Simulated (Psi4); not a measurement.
# WO3 (tungsten trioxide): M06-L/def2-SVPD (core potential)

What is the energy change on altering one bond length of WO3 (tungsten trioxide) at M06-L/def2-SVPD (core potential)? 

The results are computed with Psi4 1.11.

1 further run of the same task is left out (set aside as unsound or not needed).

## (1) The structure to begin with

WO3 has 4 atoms, charge 0, and is taken as a singlet. SMILES: `[O]=[W](=[O])=[O]`. Geometry: relaxed at PBE0-D4/def2-TZVP.

Bond lengths: O1–W2 1.716 Å, W2–O3 1.716 Å, W2–O4 1.716 Å. Angles: O1–W2–O3 107.5°, O1–W2–O4 107.5°, O3–W2–O4 107.5°.

## (2) The energy at M06-L/def2-SVPD (core potential)

The input, o3w.inp:

```
memory 1.6 GB

molecule system {
  0 1
  O     -0.44880995     0.50115537     2.93852412
  W     -0.69239565    -0.53611530    -0.12321014
  O      2.02521949    -2.16052388    -0.81995217
  O     -0.77894511     2.08153333    -2.03391223
  units bohr
  symmetry c1
  no_reorient
  no_com
}

set {
  basis def2-SVPD
  puream true
  e_convergence 1e-09
  d_convergence 1e-08
  scf_type pk
  dft_radial_points 99
  dft_spherical_points 590
}

result, w = energy("m06-l", return_wfn=True)
print_variables()
```

The run is started by

```
$ psi4 o3w.inp o3w.out -n 1
```

o3w.out:

```text
[...]
    !!!  WARNING: ECP capability is in beta. Please check occupations closely.  !!!
[...]
  Running in c1 symmetry.
[...]
  Nuclear repulsion =  140.368928882041814
[...]
  Multiplicity = 1
[...]
  Nalpha       = 19
  Nbeta        = 19
[...]
    Number of basis functions: 104
[...]
   @RKS iter   1:  -291.36529888876549    1.89626e-01   1.69120e-02 DIIS/ADIIS
[...]
   @RKS iter  14:  -292.68950557379617   -2.44427e-12   8.60689e-09 DIIS
[...]
    Orbital Energies [Eh]
    ---------------------
    Doubly Occupied:
       1A    -18.991734     2A    -18.991732     3A    -18.991728
       4A     -2.994876     5A     -1.675786     6A     -1.675778
       7A     -1.675141     8A     -0.904441     9A     -0.885535
      10A     -0.885528    11A     -0.396106    12A     -0.396098
      13A     -0.376885    14A     -0.376871    15A     -0.375874
      16A     -0.320649    17A     -0.288753    18A     -0.288748
      19A     -0.281176
[...]
  @RKS Final Energy:  -292.68950557379617
   => Energetics <=
    Nuclear Repulsion Energy =            140.3689288820418142
    One-Electron Energy =                -703.0110220596055797
    Two-Electron Energy =                 303.2659853672944337
    DFT Exchange-Correlation Energy =     -33.3133977635268579
    Empirical Dispersion Energy =           0.0000000000000000
    VV10 Nonlocal Energy =                  0.0000000000000000
    Total Energy =                       -292.6895055737961684
[...]
 Multipole Moments:
 ------------------------------------------------------------------------------------
     Multipole            Electronic (a.u.)      Nuclear  (a.u.)        Total (a.u.)
 ------------------------------------------------------------------------------------
 L = 1.  Multiply by 2.5417464519 to convert [e a0] to [Debye]
 Dipole X            :          1.4917047           -3.3138237           -1.8221190
 Dipole Y            :          2.8412065           -4.1282956           -1.2870892
 Dipole Z            :          0.7597771           -1.0476642           -0.2878871
 Magnitude           :                                                    2.2493544
[...]
```

It took 29 s on 1 thread of Intel Xeon 6975P-C (Granite Rapids), shared host; peak memory 0.69 GiB.

## (3) The distorted shape: energy and forces at M06-L/def2-SVPD (core potential)

The input, input.in:

```
memory 1600 MB

molecule {
  0 1
  O     -0.668958     0.523097     1.665617
  W     -0.797858    -0.025803     0.045417
  O      1.071700    -1.143300    -0.433900
  O     -0.843658     1.359397    -0.965683
  symmetry c1
}

set basis def2-SVPD
set reference rks
set puream true
set e_convergence 1e-09
set d_convergence 1e-08
set scf_type pk
set dft_radial_points 99
set dft_spherical_points 590

E, wfn = gradient("m06-l", return_wfn=True)
oeprop(wfn, "QUADRUPOLE", "DIPOLE", "MAYER_INDICES")
print_variables()
```

The run is started by

```
$ psi4 -n 1 input.in input.out
```

input.out, shortened:

```text
[...]
    !!!  WARNING: ECP capability is in beta. Please check occupations closely.  !!!
[...]
  Running in c1 symmetry.
[...]
  Nuclear repulsion =  129.105406971355535
[...]
  Multiplicity = 1
[...]
  Nalpha       = 19
  Nbeta        = 19
[...]
    Number of basis functions: 104
[...]
   @RKS iter   1:  -290.84317288876269    5.15414e-01   1.80599e-02 ADIIS/DIIS
[...]
   @RKS iter  20:  -292.58988471521951   -1.42109e-12   2.81825e-09 DIIS
[...]
  @RKS Final Energy:  -292.58988471521951
   => Energetics <=
    Nuclear Repulsion Energy =            129.1054069713555350
    One-Electron Energy =                -680.0966035257710018
    Two-Electron Energy =                 291.4761032923412358
    DFT Exchange-Correlation Energy =     -33.0747914531453233
    Empirical Dispersion Energy =           0.0000000000000000
    VV10 Nonlocal Energy =                  0.0000000000000000
    Total Energy =                       -292.5898847152195117
[...]
  -Total Gradient:
     Atom            X                  Y                   Z
    ------   -----------------  -----------------  -----------------
       1        0.002544602610     0.000027212024     0.008798063848
       2       -0.114063010255     0.064735813285     0.028207798258
       3        0.112823268076    -0.065487803578    -0.028307357156
       4        0.001468528808     0.005231592962    -0.007450324375
[...]
 Multipole Moments:
 ------------------------------------------------------------------------------------
     Multipole            Electronic (a.u.)      Nuclear  (a.u.)        Total (a.u.)
 ------------------------------------------------------------------------------------
 L = 1.  Multiply by 2.5417464519 to convert [e a0] to [Debye]
 Dipole X            :        -22.0574262           19.8499876           -2.2074387
 Dipole Y            :         -9.0195231            8.3012793           -0.7182438
 Dipole Z            :         -1.4008565            1.3193252           -0.0815313
 Magnitude           :                                                    2.3227800
 L = 2.  Multiply by 1.3450342976 to convert [e a0^2] to [Debye ang]
 Quadrupole XX       :       -118.8385207           87.8253907          -31.0131300
 Quadrupole XY       :         69.6733563          -64.7311666            4.9421897
[...]
```

Run time: 48 s. Hardware: 1 thread of Intel Xeon 6975P-C (Granite Rapids), shared host; peak memory 0.69 GiB.

## (4) Summary of results

At M06-L/def2-SVPD (core potential):

```
                                                         quantity          value
                                        first shape: total energy  -292.68951 Eh
                                       first shape: dipole moment         5.72 D
                                         first shape: HOMO energy       -7.65 eV
                                         first shape: LUMO energy       -4.88 eV
                                       first shape: HOMO–LUMO gap        2.77 eV
                                    distorted shape: total energy  -292.58988 Eh
                                   distorted shape: dipole moment         5.90 D
                                     distorted shape: HOMO energy       -6.55 eV
                                     distorted shape: LUMO energy       -5.71 eV
                                   distorted shape: HOMO–LUMO gap        0.85 eV
                        distorted shape: largest force on an atom     6.898 eV/Å
energy change with the W2–O3 bond stretched from 1.716 to 2.230 Å       2.711 eV
```

What this shows: With the W2–O3 bond stretched from 1.716 to 2.230 Å the energy rises by 2.71 eV (262 kJ/mol). The first shape isn't relaxed at this level, so the change isn't measured from a minimum.
